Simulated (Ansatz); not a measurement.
In3Se:

```
In Se
1.0
     4.80376    0.00000    0.00000
     0.00000    4.80376    0.00000
     0.00000    0.00000    4.80376
In Se
3 1
Direct
  0.50000 0.50000 0.00000
  0.50000 0.00000 0.50000
  0.00000 0.50000 0.50000
  0.00000 0.00000 0.00000
```

The cell comes from a database or a generator and needn't be the stable form of this composition.

A run of Ansatz 0.2.0 on this cell left the log below. Logs are shortened: lines on timing, memory, paths and dates and some standing lists are left out, and cuts for length are marked.

```text
Warning: RAYON_NUM_THREADS=2 ignored (pool sized by the plan → 2); use --threads N
LAPW: plane waves up to 6.211 Å⁻¹, error target 2.0e-3 eV per atom; small_component_spin mean_spin; Se in spheres of 1.698 Å, 24 of its electrons in bands, Dirac shells []; In in spheres of 1.698 Å, 21 of its electrons in bands, Dirac shells [] (how accurate: hamiltonian.pseudopotentials.lapw.basis_error, Limitations)
Engine: ansatz 0.2.0, aarch64-unknown-linux-gnu
Pseudopotentials: kind: all_electron
Pseudopotential: In, LAPW, valence charge 21, lapw/all_electron/scalar/gaussian/In, Koelling and Harmon's equation, gaussian nucleus
Pseudopotential: Se, LAPW, valence charge 24, lapw/all_electron/scalar/gaussian/Se, Koelling and Harmon's equation, gaussian nucleus
Functional definition: PBE
  parameter kappa = 0.804
  parameter beta = 0.06672455060314922
[... 30 lines left out ...]
Internal energy: -546264.073982 eV  (E = F + TS)
E sigma→0 (E₀):  -546264.080262 eV
Entropy (-TS):   -0.012560 eV (-3.140 meV/atom)
Fermi energy:    11.470529 eV
--- Per-component energies (eV) ---
  E_band       = -3316.495814
  E_kinetic    = 571654.330226
  E_xc         = -15452.330506
  E_electrostatic = -1102466.073702  (all electrons and nuclei)
  E_smearing   = -0.012560  (= −TS)
  E_closure    = 0.000000  (closes the sum)
  E_atoms      = -546252.450492  (free atoms, spherical and without spin; not in F)
  Σ components = -546264.086542   (vs F -546264.086542, Δ=0.00e0)
  Basis errors (estimates in eV, not in F): energy 3.5e-4 per atom: plane waves 3.2e-4 (1.6e-4 summed), levels above the bands 2.5e-61, relativity 7.4e-8, radial functions 3.0e-5, core shells 8.3e-10; eigenvalues (radial functions only) 4.1e-5; not estimated: angular momenta, meshes, grids; target (lapw.basis_error) 2.0e-3; muffin-tin radii Se 1.698 Å, In 1.698 Å
--- Forces (eV/Å), atoms counted from 1 ---
  atom   1  In    -0.00000000    -0.00000000     0.00000000
  atom   2  In     0.00000000    -0.00000000    -0.00000000
  atom   3  In     0.00000000     0.00000000     0.00000000
  atom   4  Se    -0.00000000    -0.00000000     0.00000000
  max |Σ_I F_I| component: 3.94e-31 eV/Å
--- Stress (GPa, compression-positive) ---
       -0.269727       0.000000       0.000000
        0.000000      -0.269727       0.000000
        0.000000       0.000000      -0.269727
  P = ⅓ Tr σ = -0.2697 GPa (-2.697 kbar)
--- Band table (eV; the first three rows and the last of 20) ---
  k-point 0: bands = ["-196.4964", "-135.9624", "-135.9624", "-135.9624", "-104.1344", "-104.1341", "-104.1341", "-62.6217", "-62.6217", "-62.6217", "-62.6211", "-62.6211", "-62.6211", "-62.6051", "-62.6051", "-62.6051", "-36.1697", "-36.1697", "-36.1697", "-36.1697", "-36.1697", "-3.4053", "-3.4024", "-3.4024", "-3.4024", "-3.2846", "-3.2846", "-3.1542", "-3.1542", "-3.1542", "-3.0801", "-3.0801", "-3.0351", "-2.9836", "-2.9836", "-2.9836", "-1.3571", "4.2488", "8.1442", "8.1442", "8.1442", "9.1655", "9.1655", "12.5211", "12.5211", "12.5211", "15.5833", "15.5833", "15.5833", "16.6638", "18.2401", "18.2401", "18.2742"]
  k-point 1: bands = ["-196.4964", "-135.9624", "-135.9624", "-135.9624", "-104.1344", "-104.1341", "-104.1341", "-62.6216", "-62.6216", "-62.6216", "-62.6211", "-62.6211", "-62.6211", "-62.6051", "-62.6051", "-62.6051", "-36.1697", "-36.1697", "-36.1697", "-36.1697", "-36.1697", "-3.3982", "-3.3827", "-3.3781", "-3.3781", "-3.2817", "-3.2689", "-3.1583", "-3.1562", "-3.1562", "-3.0955", "-3.0797", "-3.0482", "-3.0131", "-3.0131", "-2.9836", "-1.3151", "4.1806", "7.3109", "8.2991", "8.2991", "9.2738", "10.1405", "12.3270", "12.3270", "12.4230", "14.5715", "15.1250", "15.1250", "17.3380", "18.3653", "18.3990", "18.9132"]
  k-point 2: bands = ["-196.4964", "-135.9624", "-135.9624", "-135.9624", "-104.1343", "-104.1342", "-104.1341", "-62.6215", "-62.6215", "-62.6215", "-62.6212", "-62.6212", "-62.6211", "-62.6052", "-62.6051", "-62.6051", "-36.1697", "-36.1697", "-36.1697", "-36.1697", "-36.1697", "-3.3895", "-3.3266", "-3.3108", "-3.3108", "-3.2741", "-3.2295", "-3.1670", "-3.1630", "-3.1630", "-3.1393", "-3.0877", "-3.0877", "-3.0844", "-3.0769", "-2.9835", "-1.2249", "4.0023", "6.6373", "8.6866", "8.6866", "9.5386", "10.4750", "11.7172", "11.7172", "13.3276", "13.4384", "14.9787", "14.9787", "17.2274", "17.8168", "17.8168", "18.5112"]
  k-point 19: bands = ["-196.4964", "-135.9624", "-135.9624", "-135.9624", "-104.1342", "-104.1342", "-104.1342", "-62.6228", "-62.6228", "-62.6228", "-62.6197", "-62.6197", "-62.6197", "-62.6083", "-62.6038", "-62.6038", "-36.1697", "-36.1697", "-36.1697", "-36.1697", "-36.1697", "-3.4009", "-3.3131", "-3.3131", "-3.3131", "-3.2885", "-3.2885", "-3.2885", "-3.1192", "-3.1192", "-3.1179", "-3.1179", "-3.1179", "-3.0205", "-3.0205", "-3.0205", "-0.7839", "7.0528", "7.0528", "7.0528", "7.2503", "7.2503", "7.2503", "8.2059", "14.3940", "14.3940", "14.3940", "19.3196", "19.3558", "19.3558", "19.7097", "19.7097", "19.7097"]
```

**Question.** Write the input and the command behind it.

**Answer.** Band structure with PBE, no spin polarisation. The files as run (others can give the same):

input.yaml
```yaml
crystal:
  lattice:
    - [4.803758, 0.0, 0.0]
    - [0.0, 4.803758, 0.0]
    - [0.0, 0.0, 4.803758]
  atoms:
    - { symbol: In, position: [0.5, 0.5, 0.0] }
    - { symbol: In, position: [0.5, 0.0, 0.5] }
    - { symbol: In, position: [0.0, 0.5, 0.5] }
    - { symbol: Se, position: [0.0, 0.0, 0.0] }
kpoints:
  mp_grid: { grid: [6, 6, 6] }
  band_path:
    path:
      - [0.0, 0.0, 0.0]
      - [0.0, 0.5, 0.0]
      - [0.5, 0.5, 0.0]
      - [0.0, 0.0, 0.0]
      - [0.5, 0.5, 0.5]
      - [0.0, 0.5, 0.0]
    npoints: 8
scf:
  occupations: { method: fermi_dirac, width: 0.05 }
hamiltonian:
  xc: pbe
  pseudopotentials: { kind: all_electron, lapw: { basis_error: 0.002 } }
output:
  forces: true
  stress: true
  eigenvalues: true
```

Potentials or basis: all-electron LAPW, scalar-relativistic.
Launch:
```bash
$ ansatz run input.yaml --threads 2 --pin off --max-ram 8192MiB --backend cpu --events-out ev --progress --plain --runs-dir out
```

Caveat: spin-orbit coupling is left out, which moves the levels of the heavy elements.
